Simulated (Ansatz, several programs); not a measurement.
Mg₃SnO (antiperovskite), relaxed with PBE in Ansatz (plane waves, PAW): it is cubic, Pm-3m (No. 221); conventional cell a = 4.389 Å, 16.91 Å³ an atom. Sn is surrounded by 12 Mg at 3.10 Å; O is surrounded by 6 Mg at 2.19 Å; Mg is surrounded by 2 O at 2.19 Å and 4 Sn at 3.10 Å. The cell was then scaled with its shape and fractional coordinates held. (Calculated; spin-unpolarised; the phase may be known or hypothetical.)

```csv
V (Å³/atom),E (meV/atom)
15.893,15.18
16.907,0.00
17.414,3.09
17.922,11.88
```

**Question.** Pass a cubic E = c₀ + c₁u + c₂u² + c₃u³, with u = V − 17.034 Å³, through these points.

**Answer.** c₀ = 0.18, c₁ = +3.057, c₂ = 12.621, c₃ = -1.3833 (meV and Å³).

**Question.** Where is the minimum, and what bulk modulus follows?

**Answer.** dE/du = 0 at u = -0.119, so V₀ = 16.92 Å³. B = V₀ d²E/dV² = 16.92 × (2c₂ + 6c₃u) = 16.92 × 26.228 = 444 meV/Å³, and 1 meV/Å³ is 0.16022 GPa: 71 GPa. A third-order Birch-Murnaghan fit to all five points gives 16.91 Å³ and 70 GPa.

**Question.** Predict the energy and the pressure at the withheld volume, 16.400 Å³.

**Answer.** With u = -0.634: E ≈ 3.67 meV and P = −dE/dV ≈ +2.34 GPa. The run gives 3.62 meV and, from its stress, +2.33 GPa.
